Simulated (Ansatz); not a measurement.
# FH2SSb: basis-set convergence

The task here is to estimate one member of a computed series from the others.

Program: Ansatz 0.2.0, Gaussian basis. Level of theory: one geometry, several basis sets. These are calculated values, not measurements.

Levels to be run: PBE0-D4/def2-SVP; ωB97M-V/def2-SVP; PBE0-D4/def2-QZVPP; ωB97M-V/def2-QZVPP; the functionals' def2-TZVPP values are taken from earlier runs.

1 further run of the same task is left out (for a known fault of the program).

### The geometry

All runs share one geometry, relaxed beforehand with PBE0-D4 in a triple-zeta def2 set. Sb takes the def2 core potential; no spin-orbit term is included.

SMILES `[F][SbH][SH]`, 5 atoms, charge 0, spin multiplicity 1.

Atoms are counted from 1 here; the program's logs count them from 0.

Bond lengths: F1–Sb2 1.921 Å, Sb2–S3 2.405 Å, Sb2–H4 1.717 Å, S3–H5 1.342 Å. Angles: F1–Sb2–S3 99.0°, F1–Sb2–H4 92.0°, S3–Sb2–H4 93.6°, Sb2–S3–H5 95.7°.

Set-up of the first run:

in.yaml

```yaml
crystal:
  periodic: [false, false, false]
  atoms:
    - {symbol: F, position_ang: [-1.294502, -0.984251, 1.090803]}
    - {symbol: Sb, position_ang: [-0.516014, -0.843615, -0.659996]}
    - {symbol: S, position_ang: [1.683437, -0.098955, -0.033654]}
    - {symbol: H, position_ang: [-1.115169, 0.752304, -0.862632]}
    - {symbol: H, position_ang: [1.292048, 1.100817, 0.424079]}
basis:
  gaussian: {orbitals: def2-SVP}
hamiltonian: {xc: pbe0, dispersion: d4}
output: {orbitals: {seedname: orbitals}}
```

The run is started by

```sh
> ansatz run in.yaml --threads 2 --pin off --events-out ev --progress --plain --max-ram 4352MiB
```

Among the steps run: PBE0-D4 in def2-SVP; ωB97M-V in def2-SVP; PBE0-D4 in def2-QZVPP; ωB97M-V in def2-QZVPP.

One of the session's tables, all rows but one given; the rest of the session is left out.

It belongs to the step «Density functionals: the series». 

| functional | basis | HOMO (eV) |
| --- | --- | --- |
| PBE0-D4 | def2-SVP | -7.71 |
| PBE0-D4 | def2-TZVPP | -7.87 |
| PBE0-D4 | def2-QZVPP | -7.90 |
| ωB97M-V | def2-SVP | -9.86 |
| ωB97M-V | def2-TZVPP | ? |
| ωB97M-V | def2-QZVPP | -10.09 |

Q: Estimate the row for ωB97M-V, def2-TZVPP from the others.

**Answer.** HOMO (eV): -10.05. In the column «HOMO (eV)» it lies between ωB97M-V, def2-QZVPP (-10.09) and ωB97M-V, def2-SVP (-9.86).
